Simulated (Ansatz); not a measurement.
# ZnO (P6_3mc): exact exchange against the cheap answer (a further series)

One table from this session's results is given with a row withheld; the runs are named, their logs left out.

Computed with Ansatz 0.2.0 (DFT at several levels, plane waves, PAW, unless a step's input says otherwise).

2 further runs of the same task are left out: 1 that didn't finish, 1 set aside as unsound or not needed. Runs told in other sessions of the task aren't counted.

## Starting point

The structure is hexagonal, space group P6_3mc (No. 186). The conventional cell has a = 3.242 Å, b = 3.242 Å, c = 5.228 Å, α = 90.00°, β = 90.00°, γ = 120.00°. Zn (site symmetry 3m) has 4 O at 1.98 Å in its first shell of neighbours. O (site symmetry 3m) is surrounded by 4 Zn at 1.98 Å.

Coordinates:

```
Zn O
1.0
     3.24198    0.00000    0.00000
    -1.62099    2.80764    0.00000
     0.00000    0.00000    5.22764
Zn O
2 2
Cartesian
  0.0000 1.8718 0.0076
  1.6210 0.9359 2.6214
  0.0000 1.8718 1.9899
  1.6210 0.9359 4.6037
```

An earlier run on this cell at PBE gave 4.95 GPa at 11.896 Å³/atom (8×8×6 mesh), gap on the mesh 0.80 eV. The cell is compressed at this level.

The cell stays fixed from here on.

Levels to run, all on a 4×4×4 mesh: PBE0 form (fraction 0.4); HSE06 form (fraction 0.5); HSE06 form (fraction 0.2); HISS. Hardware: 4 threads of Arm Neoverse V2, shared host.

An earlier series ran PBE on this mesh: volume 11.896 Å³/atom, pressure 4.99 GPa, mesh gap 0.79 eV.

Set-up of the first run:

Input file input.yaml:

```yaml
crystal:
  lattice:
    - [3.2419811878, 0.0, 0.0]
    - [-1.6209905939, 2.8076380673, 0.0]
    - [0.0, 0.0, 5.2276401338]
  atoms:
    - { symbol: Zn, position: [0.3333333333, 0.6666666667, 0.0014489149] }
    - { symbol: Zn, position: [0.6666666667, 0.3333333333, 0.5014489149] }
    - { symbol: O, position: [0.3333333333, 0.6666666667, 0.3806510851] }
    - { symbol: O, position: [0.6666666667, 0.3333333333, 0.8806510851] }
basis:
  ecutwfc: 420
  ecutrho_ratio: 4
kpoints:
  mp_grid: { grid: [4, 4, 4] }
hamiltonian:
  xc: { exchange: pbe, correlation: pbe, exx: { coeff: 0.4 } }
scf:
  occupations: { method: gaussian, width: 0.05 }
  n_extra_bands: 11
output:
  forces: true
  stress: true
  eigenvalues: true
  populations: true
  dos: { projected: true, de: 0.02 }
```

Run with:

```console
$ ansatz run input.yaml --threads 4 --pin off --max-ram 8192MiB --backend cpu --events-out ev --progress --plain --runs-dir out
```

Among the steps run: PBE0 form (fraction 0.4); HSE06 form (fraction 0.5); HSE06 form (fraction 0.2); HISS.

One table of the session follows, with a row left open; its other results are not shown here.

| level | gap on the mesh (eV) |
| --- | --- |
| PBE (earlier series) | 0.79 |
| PBE0 form (fraction 0.4) | 4.77 |
| HSE06 form (fraction 0.5) | 4.38 |
| HSE06 form (fraction 0.2) | ? |
| HISS | 3.43 |

Q: Estimate the row for HSE06 form (fraction 0.2) from the others.

As computed: gap on the mesh (eV): 2.17. In the column «gap on the mesh (eV)» it lies between PBE (earlier series) (0.79) and HISS (3.43).

Caveats from the session: Gaps are over this coarse mesh alone, and total energies of different levels can't be compared. The program warned that the SCF threshold is loose for the stress of this hybrid run. Warnings in the runs' records: stress scf threshold loose, stress exchange threshold loose.
